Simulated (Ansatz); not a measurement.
**CrGa2Sb2 (Ibam): magnetic orders compared**

Which of a few magnetic orders of CrGa2Sb2 (Ibam) is lowest at one geometry?

Method: DFT r²SCAN, scalar-relativistic, plane waves, PAW, in Ansatz 0.2.0.

## (1) Starting point

The structure is orthorhombic, space group Ibam (No. 72). Conventional cell: a = 5.977 Å, b = 11.778 Å, c = 5.879 Å, α = 90.00°, β = 90.00°, γ = 90.00°. Ga (site symmetry m) has 2 Cr at 2.66 Å and 4 Sb at 2.73 to 2.94 Å in its first shell of neighbours. Sb (site symmetry m) has 6 Ga at 2.73 to 3.25 Å and 2 Cr at 2.73 Å in its first shell of neighbours. Cr (site symmetry 222) is surrounded by 4 Ga at 2.66 Å and 4 Sb at 2.73 Å and 2 Cr at 2.94 Å.

Coordinates:

```
CELL_PARAMETERS angstrom
-2.98866 5.88904 2.93938
2.98866 -5.88904 2.93938
2.98866 5.88904 -2.93938
ATOMIC_POSITIONS crystal
Ga 0.89198 0.03100 0.39818
Ga 0.63282 0.49380 0.60182
Ga 0.13282 0.53100 0.13902
Ga 0.39198 0.99380 0.86098
Sb 0.39914 0.53750 0.41184
Sb 0.12566 0.98730 0.58816
Sb 0.62566 0.03750 0.13836
Sb 0.89914 0.48730 0.86164
Cr 0.01240 0.01240 0.00000
Cr 0.51240 0.51240 0.00000
```

An earlier run at r²SCAN left this cell at 20.694 Å³/atom and -0.01 GPa (8×8×8 mesh).

## (2) Antiferromagnetic, in the cell as typed

Input file input.yaml:

```yaml
crystal:
  lattice:
    - [-2.9886627376, 5.8890444267, 2.9393772649]
    - [2.9886627376, -5.8890444267, 2.9393772649]
    - [2.9886627376, 5.8890444267, -2.9393772649]
  atoms:
    - { symbol: Ga, position: [0.8919759236, 0.0309997072, 0.3981756308] }
    - { symbol: Ga, position: [0.6328240764, 0.4938002928, 0.6018243692] }
    - { symbol: Ga, position: [0.1328240764, 0.5309997072, 0.1390237836] }
    - { symbol: Ga, position: [0.3919759236, 0.9938002928, 0.8609762164] }
    - { symbol: Sb, position: [0.3991388042, 0.5375013801, 0.4118401843] }
    - { symbol: Sb, position: [0.1256611958, -0.0127013801, 0.5881598157] }
    - { symbol: Sb, position: [0.6256611958, 0.0375013801, 0.1383625759] }
    - { symbol: Sb, position: [0.8991388042, 0.4872986199, 0.8616374241] }
    - { symbol: Cr, position: [1.0124, 1.0124, 0.0], spin: 2.0 }
    - { symbol: Cr, position: [0.5124, 0.5124, 0.0], spin: -2.0 }
basis:
  ecutwfc: 500
  ecutrho_ratio: 4
kpoints:
  mp_grid: { grid: [8, 8, 8] }
hamiltonian:
  xc: r2scan
scf:
  occupations: { method: gaussian, width: 0.05 }
  lower_state_search: "off"
output:
  forces: true
  stress: true
  eigenvalues: true
  populations: true
magnetization:
  spin_polarized: true
```

Started as:

```console
ansatz run input.yaml --threads 8 --pin off --max-ram 22528MiB --backend cpu --events-out ev --progress --plain --runs-dir out
```

## (3) No spin polarisation

Edit input.yaml of step 2 so:

```diff
@@ -14,4 +14,4 @@
     - { symbol: Sb, position: [0.8991388042, 0.4872986199, 0.8616374241] }
-    - { symbol: Cr, position: [1.0124, 1.0124, 0.0], spin: 2.0 }
-    - { symbol: Cr, position: [0.5124, 0.5124, 0.0], spin: -2.0 }
+    - { symbol: Cr, position: [1.0124, 1.0124, 0.0] }
+    - { symbol: Cr, position: [0.5124, 0.5124, 0.0] }
 basis:
@@ -25,3 +25,2 @@
   occupations: { method: gaussian, width: 0.05 }
-  lower_state_search: "off"
 output:
@@ -30,4 +29 @@
   eigenvalues: true
-  populations: true
-magnetization:
-  spin_polarized: true
```

(Steps that only read results are left out.)

**Question.** What will these runs give? Wanted: orders tried; lowest; next above it.

**Answer**, as computed:

```
            quantity                                                   value
        orders tried                                                       3
              lowest                                           ferromagnetic
largest moment there                                                 2.24 μB
       next above it  antiferromagnetic, in the cell as typed, 41.5 meV/atom
```

In words: Of the orders that kept their pattern, the lowest is: ferromagnetic. The next lies 41.5 meV/atom higher. Under stress at this geometry, and so lower once relaxed: antiferromagnetic, in the cell as typed (2.3 GPa); no spin polarisation (-2.8 GPa). Only these orders were tried, at zero temperature; the one found in experiment may not be among them. Spin–orbit coupling is left out, though the cell holds Sb; it can open a gap where p bands cross.
